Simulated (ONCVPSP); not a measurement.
**Mn: generating and testing an ONCV potential**

Aim: build the potential from the settings below, then test how well it stands in for the atom: other configurations, scattering, ghost states and the plane-wave cutoff that it needs.

The numbers are computed with ONCVPSP 4.0.1 (PBE, scalar-relativistic, spin-unpolarised reference atom).

### Step 1. The atom and the settings

The settings as typed:

* element: manganese (Mn, Z = 25)
* type: optimised norm-conserving Vanderbilt (ONCV)
* frozen core: [Ne]
* valence charge: 15
* reference configuration: 3s2 3p6 3d5 4s2
* partial waves: 3s+4s: rc 1.70 bohr, ncon 4, nbas 8, qcut 6.1 1/bohr, 2 projectors; 3p: rc 0.80 bohr, ncon 4, nbas 7, qcut 12.2 1/bohr, 2 projectors, debl 2.8 Ha; 3d: rc 1.45 bohr, ncon 4, nbas 9, qcut 8.5 1/bohr, 3 projectors, debl 1.9 Ha
* local potential: polynomial inside 0.50 bohr (lpopt 5, dvloc0 0 Ha)
* core correction: Teter function fitted to the true core (icmod 2), fcfact 0.3

The outer shells as boxes (Hund's rule for the drawing; the calculation is spin-unpolarised):

```
[Ne] core
3s [↑↓]
3p [↑↓][↑↓][↑↓]
3d [↑ ][↑ ][↑ ][↑ ][↑ ]
4s [↑↓]
```

An earlier all-electron run gives the scale for the radii.

All-electron outer shells of the reference configuration (PBE, scalar-relativistic, ld1.x):

```
shell  level (eV)  outermost node (bohr)  outermost maximum (bohr)
   2p     -630.19                      –                      0.19
   3s      -85.88                   0.34                      0.74
   3p      -54.59                   0.31                      0.75
   3d       -6.77                      –                      0.76
   4s       -5.11                   1.05                      2.51
   4p       -1.37                   1.16                      3.43
```

### Step 2. The generation run

Mn.dat

```
# ATOM AND REFERENCE CONFIGURATION
# atsym  z   nc   nv     iexc    psfile
  Mn 25.00    3    4        4      upf
#
#   n    l    f
    1    0    2.00
    2    0    2.00
    2    1    6.00
    3    0    2.00
    3    1    6.00
    3    2    5.00
    4    0    2.00
#
# PSEUDOPOTENTIAL AND OPTIMIZATION
# lmax
    2
#
#   l,   rc,      ep,       ncon, nbas, qcut
    0    1.70    0.00    4    8    6.10
    1    0.80    0.00    4    7   12.20
    2    1.45    0.00    4    9    8.50
#
# LOCAL POTENTIAL
# lloc, lpopt,  rc(5),   dvloc0
    4    5    0.50    0.00
#
# VANDERBILT-KLEINMAN-BYLANDER PROJECTORs
# l, nproj, debl
    0    2    1.10
    1    2    2.80
    2    3    1.90
#
# MODEL CORE CHARGE
# icmod, fcfact, rcfact
    2    0.30    1.00
#
# LOG DERIVATIVE ANALYSIS
# epsh1, epsh2, depsh
   -5.00    5.00    0.04
#
# OUTPUT GRID
# rlmax, drl
    6.00    0.01
#
# TEST CONFIGURATIONS
# ncnf
    4
# nvcnf
#   n    l    f
    4
    3    0    2.00
    3    1    6.00
    3    2    5.00
    4    0    1.00
#
    4
    3    0    2.00
    3    1    6.00
    3    2    5.00
    4    0    0.00
#
    4
    3    0    2.00
    3    1    6.00
    3    2    4.00
    4    0    0.00
#
    4
    3    0    2.00
    3    1    6.00
    3    2    5.50
    4    0    1.50
#
```

Started as:

```bash
$ oncvpsp.x < Mn.dat > Mn.out
```

Q: Predict the outcome of this session. Wanted: cutoffs for 1 and 0.1 mHa per electron, occupied waves; bound ghosts; GHOST(+) flags; largest test error; largest phase difference near zero energy, channels read; rms error of d²Exc/dn², without and with the model core.

**Answer**, as computed:

| quantity | value |
| --- | --- |
| cutoffs for 1 and 0.1 mHa per electron, occupied waves | 60 Ha and 131 Ha |
| bound ghosts | none found |
| GHOST(+) flags | s at 7 eV |
| largest test error (AE − PS) | +20 meV, for 3s2 3p6 3d4 4s0 |
| largest phase difference near zero energy, channels read | 0.039 rad |
| rms error of d²Exc/dn², without and with the model core | 3.55 and 1.54 mHa |

By total energies transferability is good: the largest error is 20 meV on 56.5 eV, for 3s2 3p6 3d4 4s0. The potential is hard: the looser tolerance needs 60 Ha. At the looser tolerance the 3p wave is the slowest; 3d needs 36 Ha. No bound ghost shows below the valence levels. Of the channels read, s scatters worst near zero energy, by up to 0.04 rad. The program also flags highly localised states, GHOST(+) (s).
